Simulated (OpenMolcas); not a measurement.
**C²⁺: CASSCF and CASPT2 terms and fine-structure levels**

Wanted: the level scheme of C²⁺ from active-space wave functions, then second-order correlation under several settings.

Method: state-averaged CASSCF and CASPT2, spin-orbit coupling by RASSI with atomic mean-field integrals. Code: OpenMolcas 26.06.

## Step 1: What is computed

* Species: C²⁺ (carbon, Z = 6, 4 electrons)
* Basis: ANO-R2 [4s4p2d1f], 33 functions
* Scalar Hamiltonian: X2C, finite nucleus
* Inactive shells: 1s
* Active space: 2 electrons in 8 orbitals (2s 2p 3s 3p)
* Some configurations of this space: 2p2, 2s 2p, 2s2
* Orbitals: optimised for each spin and parity, averaged over the low roots

The outer shells:

2p2
```
2p [↑ ][↑ ][  ]
```

2s 2p
```
2s [↑ ]
2p [↑ ][  ][  ]
```

2s2
```
2s [↑↓]
```

Each step is its own input file, run in one work folder so that later steps find the files of earlier ones. Labels, J, g values, rates, χT and fits are worked out afterwards by a script from the matrices that RASSI stores.

## Step 2: Basis and integrals

Input file a.inp:

```
&GATEWAY
Coord
1

C 0.0 0.0 0.0
Basis=ANO-R2
Group=XYZ
NoMove
AngMom=0.0 0.0 0.0
AMFI
&SEWARD
```

Run with:

```bash
> OMP_NUM_THREADS=1 MOLCAS_MEM=2252 MOLCAS_PROJECT=a pymolcas a.inp > a.log
```

## Step 3: A small preliminary run for start orbitals

Input file a.inp:

```
&RASSCF
FileOrb=start.orb
Symmetry=1
Spin=3
nActEl=2 0 0
Inactive=1 0
Ras2=1 3
CIRoot=3 3 1
SDav=3
CIMx=300
Iter=120 100
PrWF=0.3
OrbListing=Nothing
MaxOrb=0
Atom
>>> COPY $Project.JobIph JOBPRE
```

## Step 4: Reference wave functions, triplets of even parity, 3 roots

Input file a.inp:

```
&RASSCF
FileOrb=start.orb
Symmetry=1
Spin=3
nActEl=2 0 0
Inactive=1 0
Ras2=2 6
CIRoot=3 3 1
SDav=16
CIMx=300
Iter=120 100
PrWF=0.3
OrbListing=Nothing
MaxOrb=0
Atom
>>> COPY $Project.JobIph JOB001
```

## Step 5: CASSCF: singlets of even parity, 7 roots

Input file a.inp:

```
&RASSCF
FileOrb=start.orb
Symmetry=1
Spin=1
nActEl=2 0 0
Inactive=1 0
Ras2=2 6
CIRoot=7 7 1
SDav=24
CIMx=300
Iter=120 100
PrWF=0.3
OrbListing=Nothing
MaxOrb=0
Atom
>>> COPY $Project.JobIph JOB002
```

## Step 6: Reference wave functions, triplets of odd parity, 3 roots

Input file a.inp:

```
&RASSCF
FileOrb=start.orb
Symmetry=2
Spin=3
nActEl=2 0 0
Inactive=1 0
Ras2=2 6
CIRoot=3 3 1
SDav=12
CIMx=300
Iter=120 100
PrWF=0.3
OrbListing=Nothing
MaxOrb=0
Atom
>>> COPY $Project.JobIph JOB003
```

## Step 7: CASSCF: singlets of odd parity, 3 roots

Edit a.inp of step 6 so:

```diff
@@ -3,3 +3,3 @@
 Symmetry=2
-Spin=3
+Spin=1
 nActEl=2 0 0
@@ -15,2 +15,2 @@
 Atom
->>> COPY $Project.JobIph JOB003
+>>> COPY $Project.JobIph JOB004
```

## Step 8: State interaction with spin-orbit coupling

Input file a.inp:

```
&RASSI
NrOfJobIphs=4 3 7 3 3
1 2 3
1 2 3 4 5 6 7
1 2 3
1 2 3
IphNames
JOB001
JOB002
JOB003
JOB004
EJob
SpinOrbit
DIPRint=1.0
SOCoupling=1000.0
Subsets=2
MEES
Property=10
'ANGMOM' 1 'ANGMOM' 2 'ANGMOM' 3 'MLTPL  1' 1 'MLTPL  1' 2 'MLTPL  1' 3
'AMFI' 1 'AMFI' 2 'AMFI' 3 'MLTPL  2' 6
SOProperty=3
'ANGMOM' 1 'ANGMOM' 2 'ANGMOM' 3
```

## Step 9: CASPT2: IPEA 0.4, sigma2 regulariser 0.25 (closed shells correlated: 1s)

Input file a.inp:

```
>>> COPY JOB001 $Project.JobIph
&CASPT2
Multistate=3 1 2 3
Frozen=0 0
IPEA=0.4
Sig2=0.25
MaxIter=60
WThr=0.0 0.3 0.05
PrWF=0.5
NoMix
>>> COPY JOB002 $Project.JobIph
&CASPT2
Multistate=7 1 2 3 4 5 6 7
Frozen=0 0
IPEA=0.4
Sig2=0.25
MaxIter=60
WThr=0.0 0.3 0.05
PrWF=0.5
NoMix
>>> COPY JOB003 $Project.JobIph
&CASPT2
Multistate=3 1 2 3
Frozen=0 0
IPEA=0.4
Sig2=0.25
MaxIter=60
WThr=0.0 0.3 0.05
PrWF=0.5
NoMix
>>> COPY JOB004 $Project.JobIph
&CASPT2
Multistate=3 1 2 3
Frozen=0 0
IPEA=0.4
Sig2=0.25
MaxIter=60
WThr=0.0 0.3 0.05
PrWF=0.5
NoMix
```

## Step 10: CASPT2: IPEA 0.5, real shift 0.3 (closed shells correlated: none)

Input file a.inp:

```
>>> COPY JOB001 $Project.JobIph
&CASPT2
Multistate=3 1 2 3
Frozen=1 0
IPEA=0.5
Shift=0.3
MaxIter=60
WThr=0.0 0.3 0.05
PrWF=0.5
NoMix
>>> COPY JOB002 $Project.JobIph
&CASPT2
Multistate=7 1 2 3 4 5 6 7
Frozen=1 0
IPEA=0.5
Shift=0.3
MaxIter=60
WThr=0.0 0.3 0.05
PrWF=0.5
NoMix
>>> COPY JOB003 $Project.JobIph
&CASPT2
Multistate=3 1 2 3
Frozen=1 0
IPEA=0.5
Shift=0.3
MaxIter=60
WThr=0.0 0.3 0.05
PrWF=0.5
NoMix
>>> COPY JOB004 $Project.JobIph
&CASPT2
Multistate=3 1 2 3
Frozen=1 0
IPEA=0.5
Shift=0.3
MaxIter=60
WThr=0.0 0.3 0.05
PrWF=0.5
NoMix
```

## Step 11: CASPT2: IPEA 0.35, real shift 0.3 (closed shells correlated: none), extended multistate

Input file a.inp:

```
>>> COPY JOB001 $Project.JobIph
&CASPT2
XMultistate=3 1 2 3
Frozen=1 0
IPEA=0.35
Shift=0.3
MaxIter=60
WThr=0.0 0.3 0.05
PrWF=0.5
NoMix
>>> COPY JOB002 $Project.JobIph
&CASPT2
XMultistate=7 1 2 3 4 5 6 7
Frozen=1 0
IPEA=0.35
Shift=0.3
MaxIter=60
WThr=0.0 0.3 0.05
PrWF=0.5
NoMix
>>> COPY JOB003 $Project.JobIph
&CASPT2
XMultistate=3 1 2 3
Frozen=1 0
IPEA=0.35
Shift=0.3
MaxIter=60
WThr=0.0 0.3 0.05
PrWF=0.5
NoMix
>>> COPY JOB004 $Project.JobIph
&CASPT2
XMultistate=3 1 2 3
Frozen=1 0
IPEA=0.35
Shift=0.3
MaxIter=60
WThr=0.0 0.3 0.05
PrWF=0.5
NoMix
```

(Steps that only read results are left out.)

Before running it: what results should come out? Wanted: lowest level; first excited level; strongest of the lines computed, by gA, at XMS-CASPT2 energies.

The runs gave:

| quantity | value |
| --- | --- |
| method | SS-CASPT2, IPEA 0.4, sigma2 regulariser 0.25 (closed shells correlated: 1s) |
| lowest level | 2s2 1S0, 100 % of that term |
| ground level listed by NIST | 1S0 |
| first excited level | 2s 2p 3P* 0 at 52580 cm-1 |
| strongest of the lines computed, by gA, at XMS-CASPT2 energies | 2p2 3P2 → 2s 2p 3P* 2, 116.2 nm, A = 1.13e+09 s⁻¹ |

What each method costs and misses:

| method | time of its own steps | time with the reference | mean absolute difference from the measured levels (cm-1) |
| --- | --- | --- | --- |
| A. CASSCF | 16 s | 16 s | 3800 |
| B. SS-CASPT2, IPEA 0.4, sigma2 regulariser 0.25, +1s | 3.2 s | 19 s | 890 |
| C. SS-CASPT2, IPEA 0.5, real shift 0.3, +none | 2.5 s | 18 s | 1500 |
| D. XMS-CASPT2, IPEA 0.35, real shift 0.3, +none | 2.5 s | 18 s | 1300 |

Times are of one thread on a shared host.

**Reading.** Method B lies closest to the measured levels (890 cm⁻¹ on average) and A farthest (3800). Only the configurations of the active space and the roots asked for are present. Not all states of the active space went into the spin-orbit step. The levels of the extra active shells were not computed. Only valence configurations of the active space appear, up to the ionisation limit; * or ° marks odd parity.
